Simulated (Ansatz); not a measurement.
# CH6BFOS: the cost of one run

Method: RHF/6-31G*, in Ansatz 0.2.0.

## 1. The system as given

Bond lengths: B1–O2 1.760 Å, O2–H3 1.010 Å, B1–C4 1.600 Å, C4–H5 1.110 Å, C4–H6 1.110 Å, C4–H7 1.110 Å, B1–F8 1.320 Å, B1–S9 2.190 Å, S9–H10 1.400 Å, O2–H11 1.122 Å, S9–H11 1.382 Å. Angles (14 of 19 angles, heavy atoms first): O2–B1–C4 120.0°, O2–B1–F8 120.0°, O2–B1–S9 71.6°, C4–B1–F8 120.0°, C4–B1–S9 96.8°, F8–B1–S9 101.3°, B1–O2–H3 109.5°, B1–O2–H11 86.3°, B1–C4–H5 109.5°, B1–C4–H6 109.5°, B1–C4–H7 109.5°, B1–S9–H10 109.5°, B1–S9–H11 64.5°, O2–H11–S9 137.6°.

Coordinates:

```xyz
11

B     0.0000    0.0000    0.0000
O     0.0000    0.0000    1.7600
H    -0.9095   -0.2814    2.0971
C     1.3856    0.0000   -0.8000
H     1.7152   -1.0462   -0.9702
H     1.2491    0.5080   -1.7774
H     2.1552    0.5381   -0.2082
F    -1.1431    0.0000   -0.6600
S     0.0982    2.0760    0.6906
H     0.6507    2.1151    1.9763
H     0.0529    1.1186    1.6867
```

## 2. A restrained relaxation towards end A

Springs on the bonds that form and break draw the guess towards this end; the thresholds are loose.

The input, input.yaml:

```yaml
crystal:
  periodic: [false, false, false]
  atoms:
    - { symbol: B, position_ang: [0.0, 0.0, 0.0] }
    - { symbol: O, position_ang: [0.0, 0.0, 1.76] }
    - { symbol: H, position_ang: [-0.9095, -0.2814, 2.0971] }
    - { symbol: C, position_ang: [1.3856, 0.0, -0.8] }
    - { symbol: H, position_ang: [1.7152, -1.0462, -0.9702] }
    - { symbol: H, position_ang: [1.2491, 0.508, -1.7774] }
    - { symbol: H, position_ang: [2.1552, 0.5381, -0.2082] }
    - { symbol: F, position_ang: [-1.1431, 0.0, -0.66] }
    - { symbol: S, position_ang: [0.0982, 2.076, 0.6906] }
    - { symbol: H, position_ang: [0.6507, 2.1151, 1.9763] }
    - { symbol: H, position_ang: [0.0529, 1.1186, 1.6867] }
basis:
  gaussian: { orbitals: "6-31G*" }
hamiltonian:
  xc: hf
relax:
  f_tol: 0.15
  max_steps: 25
  restrain:
    - { distance: [0, 8], at: 3.09, k: 30.0 }
    - { distance: [10, 1], at: 2.21, k: 30.0 }
    - { distance: [0, 1], at: 1.41, k: 30.0 }
    - { distance: [10, 8], at: 1.4, k: 30.0 }
```

Run with:

```bash
$ ansatz run input.yaml --threads 1 --pin off --max-ram 2048MiB --backend cpu --events-out ev --progress --plain --runs-dir out
```

**Question.** How long does this run take on 1 thread of AMD EPYC 9R45 (Zen 5), shared host, and how much memory does it need?

About 18 s, with a peak of 0.19 GiB.
